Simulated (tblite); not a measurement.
# C8H18S: the cost of one run

Programs: tblite 0.8.0 and PySCF 2.14.0, with density-fitted response routines of our own. Each step states its level of theory. These are calculated values for one molecule in the gas phase, unless marked as measured. Atoms count from 0, in the outputs and in this text.

**1. Starting geometry**

27 atoms, charge 0, multiplicity 1; geometry from: force field or distance geometry start.

Bonds of the start (Å): C0–C1 1.53, C1–C2 1.52, C2–C3 1.53, C2–S4 1.85, S4–C5 1.86, C5–C6 1.53, C5–C7 1.53, C5–C8 1.53, C0–H9 1.10, C0–H10 1.10, C0–H11 1.08, C1–H12 1.08, C1–H13 1.11, C2–H14 1.10, C3–H15 1.09, C3–H16 1.11, C3–H17 1.08, C6–H18 1.10, C6–H19 1.09, C6–H20 1.11, C7–H21 1.09, C7–H22 1.09, C7–H23 1.09, C8–H24 1.09, C8–H25 1.09, C8–H26 1.10.

**2. Geometry optimisation with GFN2-xTB**

The job: settings as JSON, then the geometry in Å.

```
{"job": {"kind": "relax", "xc": "GFN2-xTB", "basis": "xTB"}, "charge": 0, "multiplicity": 1}
C      2.365400    -1.613000    -0.615500
C      2.528900    -0.181700    -0.110500
C      1.230500     0.608700    -0.014000
C      1.513300     2.080400     0.317700
S      0.123800    -0.079800     1.294500
C     -1.520500    -0.176600     0.433200
C     -2.520700    -0.642900     1.496700
C     -1.950100     1.198000    -0.088700
C     -1.465400    -1.213700    -0.694400
H      1.771600    -2.226500     0.082800
H      1.851900    -1.617600    -1.589000
H      3.331000    -2.089900    -0.736200
H      3.212200     0.332200    -0.776500
H      3.041800    -0.210700     0.871200
H      0.728300     0.583500    -0.991600
H      0.594700     2.670700     0.391000
H      2.042700     2.172200     1.285400
H      2.147500     2.519000    -0.444600
H     -2.255900    -1.625600     1.913900
H     -3.521400    -0.736200     1.077700
H     -2.594500     0.068200     2.339500
H     -1.962400     1.953300     0.700700
H     -2.968600     1.148700    -0.483900
H     -1.323400     1.545400    -0.905900
H     -0.802600    -0.906800    -1.506800
H     -1.153700    -2.193800    -0.327800
H     -2.464300    -1.338900    -1.135300
```

On the command line:

```
$ OMP_NUM_THREADS=1 python probes_run.py task.json out
```

This one command runs all jobs of the session in turn.

**Question.** How long does this first job take on 1 thread of Intel Xeon at 2.70GHz, shared host, and how much memory does it need?

About 1 s, with a peak of 0.18 GiB.
